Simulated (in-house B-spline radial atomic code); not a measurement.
# F³⁺: ionisation energy by several methods

How far do functionals differ on the ionisation energy of F³⁺? Each run solves F³⁺ and then the next ion ([He] 2s2 2p1).

Method: scalar-relativistic (X2C), several functionals, spin-polarised, exact exchange averaged over the configuration; spherical all-electron atom at the radial basis limit. Code: in-house B-spline radial atomic code version 1.

**1. What is computed**

- element: fluorine (Z = 9)
- charge: +3
- electrons: 6
- configuration: [He] 2s2 2p2
- nucleus: Fermi, rms radius 2.898 fm

Outer shells as boxes (Hund's rule):

[He] 2s2 2p2
```
[He] core
2s [↑↓]
2p [↑ ][↑ ][  ]
```

Where spins are not typed, each open shell is filled with up spins first.

**2. HSE06**

Input settings:

```ini
Z = 9
electrons = 6.0
configuration = [He] 2s2 2p2
hamiltonian = x2c
method = hse06
spin_polarised = True
nucleus = fermi
rms_radius = 2.8976
mass_number = 19
atomic_mass = 18.99840316207
speed_of_light = 137.035999084
exact_exchange = averaged over the configuration
```

Command:

```
$ python run_scf.py task.json out
```

One command runs all members of the session, one after another, from task.json.

**3. ωB97X**

Settings: those of step 2 with these lines changed.

```diff
@@ -4,3 +4,3 @@
 hamiltonian = x2c
-method = hse06
+method = wb97x
 spin_polarised = True
```

**4. M06-2X**

Settings: those of step 3 with these lines changed.

```diff
@@ -4,3 +4,3 @@
 hamiltonian = x2c
-method = wb97x
+method = m062x
 spin_polarised = True
```

**5. BHandHLYP**

Settings: those of step 4 with these lines changed.

```diff
@@ -4,3 +4,3 @@
 hamiltonian = x2c
-method = m062x
+method = bhandhlyp
 spin_polarised = True
```

**6. B97-1**

Settings: those of step 5 with these lines changed.

```diff
@@ -4,3 +4,3 @@
 hamiltonian = x2c
-method = bhandhlyp
+method = b97_1
 spin_polarised = True
```

**7. PBE0**

Settings: those of step 6 with these lines changed.

```diff
@@ -4,3 +4,3 @@
 hamiltonian = x2c
-method = b97_1
+method = pbe0
 spin_polarised = True
```

**Question.** The tabulated ionisation energy is 87.175 ± 0.017 eV (semi-empirical; NIST Atomic Spectra Database). What does each method give, and which comes nearest?

**Answer**, as computed:

| method | rung | total energy (hartree) | ΔSCF (eV) | −ε highest (eV) | ΔSCF less tabulated (eV) |
| --- | --- | --- | --- | --- | --- |
| M06-2X | global hybrid | -95.6187 | 87.260 | 81.760 (2p up) | +0.085 |
| BHandHLYP | global hybrid | -95.5946 | 87.824 | 81.901 (2p up) | +0.649 |
| B97-1 | global hybrid | -95.5805 | 87.745 | 77.900 (2p up) | +0.570 |
| PBE0 | global hybrid | -95.5152 | 87.804 | 78.513 (2p up) | +0.629 |
| HSE06 | range-separated hybrid | -95.5238 | 87.826 | 78.094 (2p up) | +0.651 |
| ωB97X | range-separated hybrid | -95.5993 | 87.637 | 80.759 (2p up) | +0.462 |

Tables give 87.175 ± 0.017 eV (semi-empirical; NIST Atomic Spectra Database) for the ionisation energy. M06-2X misses by +0.085 eV, the least, and HSE06 by +0.651 eV (0.75 %), the most. Open shells are averaged (over orientations, and over spins where the run is restricted), while tables refer to the lowest levels.
